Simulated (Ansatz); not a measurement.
**C2H4FNSi: small, medium and large basis sets**

An exercise on one series of results from a longer session: the logs are not shown, and one member is left open.

Computed with Ansatz 0.2.0, Gaussian basis. Level: one geometry, several basis sets.

The runs, in order: PBE0-D4/def2-SVP; ωB97M-V/def2-SVP; PBE0-D4/def2-QZVPP; ωB97M-V/def2-QZVPP; the functionals' def2-TZVPP values are taken from earlier runs.

## Structure used throughout

The geometry comes from an earlier relaxation with PBE0-D4 in a triple-zeta def2 set; it is a stationary point, not always the lowest conformer.

9 atoms, charge 0, spin multiplicity 1.

Atoms are counted from 1 here; the program's logs count them from 0.

Bond lengths: N1–C2 1.218 Å, N1–H6 1.020 Å, C2–C3 1.315 Å, C3–F4 1.361 Å, C3–Si5 1.859 Å, Si5–H7 1.485 Å, Si5–H8 1.486 Å, Si5–H9 1.483 Å. Angles: C2–N1–H6 116.1°, N1–C2–C3 173.0°, C2–C3–F4 118.8°, C2–C3–Si5 122.5°, F4–C3–Si5 118.6°, C3–Si5–H7 110.3°, C3–Si5–H8 110.4°, C3–Si5–H9 106.4°, H7–Si5–H8 108.8°, H7–Si5–H9 110.6°, H8–Si5–H9 110.4°.

The first run:

The input, in.yaml:

```yaml
crystal:
  periodic: [false, false, false]
  atoms:
    - {symbol: N, position_ang: [1.052553, 2.214208, -0.091283]}
    - {symbol: C, position_ang: [0.660828, 1.109399, -0.421222]}
    - {symbol: C, position_ang: [0.329814, -0.141225, -0.657838]}
    - {symbol: F, position_ang: [0.652580, -0.689496, -1.861287]}
    - {symbol: Si, position_ang: [-0.580646, -1.185976, 0.580843]}
    - {symbol: H, position_ang: [0.427500, 2.992584, -0.298923]}
    - {symbol: H, position_ang: [0.222986, -2.384205, 0.932622]}
    - {symbol: H, position_ang: [-1.884743, -1.630826, 0.025601]}
    - {symbol: H, position_ang: [-0.792369, -0.330762, 1.774387]}
basis:
  gaussian: {orbitals: def2-SVP}
hamiltonian: {xc: pbe0, dispersion: d4}
output: {orbitals: {seedname: orbitals}}
```

Launch:

```bash
$ ansatz run in.yaml --threads 2 --pin off --events-out ev --progress --plain --max-ram 4352MiB
```

Among the steps run: PBE0-D4 in def2-SVP; ωB97M-V in def2-SVP; PBE0-D4 in def2-QZVPP; ωB97M-V in def2-QZVPP.

One of the session's tables, all rows but one given; the rest of the session is left out.

It belongs to the step «Functionals by basis». 

| functional | basis | HOMO (eV) |
| --- | --- | --- |
| PBE0-D4 | def2-SVP | -6.79 |
| PBE0-D4 | def2-TZVPP | -6.95 |
| PBE0-D4 | def2-QZVPP | -6.98 |
| ωB97M-V | def2-SVP | ? |
| ωB97M-V | def2-TZVPP | -9.12 |
| ωB97M-V | def2-QZVPP | -9.15 |

Q: Estimate the row for ωB97M-V, def2-SVP from the others.

As computed: HOMO (eV): -8.91. In the column «HOMO (eV)» it lies between ωB97M-V, def2-TZVPP (-9.12) and PBE0-D4, def2-QZVPP (-6.98).
